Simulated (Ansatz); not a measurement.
This script drives Ansatz 0.2.0 through its Python package.

Script `run_spin.py`:
```python
import warnings

import ansatz as az

GEOMETRY = """
C     0.33740    1.54460    0.28450
Si    0.77220   -0.17080   -0.00980
O     1.31340   -0.91000    1.35180
Si   -0.91260   -1.31010   -0.96880
H     1.12710    2.15950    0.66230
H    -0.54080    1.68250    0.98120
H     0.00460    2.07650   -0.65410
H     2.09420   -0.45110    1.85340
H    -2.15250   -1.32840   -0.00490
H    -1.38550   -0.63670   -2.20090
H    -0.59220   -2.71300   -1.27410
"""

warnings.simplefilter("ignore", az.DeckWarning)

molecule = az.Crystal.molecule()
for line in GEOMETRY.strip().splitlines():
    symbol, *xyz = line.split()
    molecule = molecule.atom(symbol, [float(v) for v in xyz])

model = molecule.calculation()
model = model.basis(gaussian="def2-TZVP")
model = model.functional("B3LYP", dispersion="d3bj")
found = {}
for unpaired in [1, 3]:
    rep = model.spin("collinear", total=unpaired).run().report
    s = unpaired / 2
    found[unpaired] = rep["free_energy_ev"]
    print(f"2S+1 = {unpaired + 1}: E = {found[unpaired]:.5f} eV, <S^2> = {abs(rep['mean_field']['state']['spin_squared']):.3f} (pure state {s * (s + 1):.2f})")
lowest = min(found, key=found.get)
for unpaired, e in found.items():
    print(f"multiplicity {unpaired + 1}: {23.060548 * (e - found[lowest]):.1f} kcal/mol above the lowest")
```

It is started by `python run_spin.py`. How long does it take on 1 thread of Arm Neoverse V1 (shared host), and how much memory does it need?

It took about 36 s, with a peak of 0.53 GiB, for 2 runs of the engine.

```console
$ python run_spin.py
2S+1 = 2: E = -18956.66761 eV, <S^2> = 0.753 (pure state 0.75)
2S+1 = 4: E = -18950.62232 eV, <S^2> = 3.755 (pure state 3.75)
multiplicity 2: 0.0 kcal/mol above the lowest
multiplicity 4: 139.4 kcal/mol above the lowest
```

In order: multiplicity 2 (+0.00 eV) and multiplicity 4 (+6.05 eV), all at the one geometry.

What to keep in mind:
- Total energies depend on the basis set; only differences at equal settings carry meaning.
- The geometry is a force-field or estimated start, not a minimum of this method, and the basis set is short of its limit. All parts are taken at fixed geometry, without zero-point energy.
- The run takes the species as open-shell (spin multiplicity 2), which needn't be its ground state.
- b3lyp holds the VWN-RPA fit, as in Gaussian; the form of ORCA and Turbomole is b3lyp5.
